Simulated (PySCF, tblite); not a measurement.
**C₄H₉FO₃Si: geometry, infrared bands and NMR shifts**

Wanted: the infrared bands and NMR shifts of C₄H₉FO₃Si (`C[C@@]1(OCF)CO[SiH2]O1`), by calculation.

The runs use tblite 0.8.0 and PySCF 2.14.0, with density-fitted response routines of our own; the level of theory stands in each step. All values are computed, except where a source is named. Atoms count from 0, in the outputs and in this text.

**1. The starting structure**

18 atoms, charge 0, multiplicity 1; geometry from: force field or distance geometry start.

Bonds of the start (Å): C0–C1 1.52, C1–O2 1.45, O2–C3 1.40, C3–F4 1.34, C1–C5 1.56, C5–O6 1.44, O6–Si7 1.67, Si7–O8 1.68, O8–C1 1.45, C0–H9 1.08, C0–H10 1.11, C0–H11 1.09, C3–H12 1.10, C3–H13 1.10, C5–H14 1.11, C5–H15 1.09, Si7–H16 1.48, Si7–H17 1.49.

**2. Geometry optimisation with GFN2-xTB**

The job: settings as JSON, then the geometry in Å.

```
{"job": {"kind": "relax", "xc": "GFN2-xTB", "basis": "xTB"}, "charge": 0, "multiplicity": 1}
C      0.216800     0.324500    -1.680700
C     -0.071900     0.178800    -0.191400
O      1.062600     0.567000     0.620200
C      2.236700    -0.154700     0.357600
F      2.836900     0.386200    -0.711600
C     -1.286100     1.070300     0.211800
O     -1.896700     0.493700     1.377300
Si    -1.598000    -1.149700     1.321900
O     -0.449800    -1.185600     0.100400
H      0.954400    -0.395200    -2.016300
H     -0.695300     0.123800    -2.272000
H      0.570900     1.328400    -1.913700
H      2.907100    -0.039600     1.227300
H      2.065800    -1.228700     0.189600
H     -0.973900     2.102700     0.455900
H     -2.045500     1.111000    -0.563300
H     -1.023700    -1.639800     2.591700
H     -2.819100    -1.886700     0.883700
```

The run is started by

```console
$ OMP_NUM_THREADS=1 python probes_run.py task.json out
```

The driver reads the jobs from task.json and runs them one after another.

**Question.** This job is followed by: GFN2-xTB harmonic vibrations, gas phase; GIAO PBE0/pcSseg-1 NMR shielding, non-relativistic, gas phase. What will the session give for the following? strongest single infrared mode (GFN2-xTB); zero-point energy (GFN2-xTB); 13C shifts against TMS (PBE0/pcSseg-1); 1H shifts against TMS (PBE0/pcSseg-1, means over atoms taken as alike); 17O shifts against H2O (PBE0/pcSseg-1); 19F shifts against CFCl3 (PBE0/pcSseg-1); 29Si shifts against TMS (PBE0/pcSseg-1).

The runs gave:

| quantity | value |
| --- | --- |
| strongest single infrared mode (GFN2-xTB) | 2339 cm⁻¹, 364 km/mol |
| zero-point energy (GFN2-xTB) | 82.3 kcal/mol |
| 13C shifts against TMS (PBE0/pcSseg-1) | 106.7, 100.7, 80.1, 29.2 ppm |
| 1H shifts against TMS (PBE0/pcSseg-1, means over atoms taken as alike) | 6.21, 5.59, 5.10, 5.09, 4.57, 4.09, 1.66 ppm |
| 17O shifts against H2O (PBE0/pcSseg-1) | 157.8, 98.3, 32.4 ppm |
| 19F shifts against CFCl3 (PBE0/pcSseg-1) | -171.5 ppm |
| 29Si shifts against TMS (PBE0/pcSseg-1) | -0.2 ppm |

**Reading.** The optimisation took 71 steps and gained 0.337 eV; among the close pairs (by a distance rule), C1–O8 changed most, from 1.446 to 1.388 Å. No mode is imaginary among the 48: a minimum at this level. The strongest single mode, at 2339 cm⁻¹, moves mainly H16. GFN2-xTB is a fitted tight-binding method: band positions and strengths are rough. Its intensities can rank the bands wrongly. At PBE0/pcSseg-1: The widest tensor belongs to F4: span 210 ppm, with a paramagnetic part of -131 ppm.
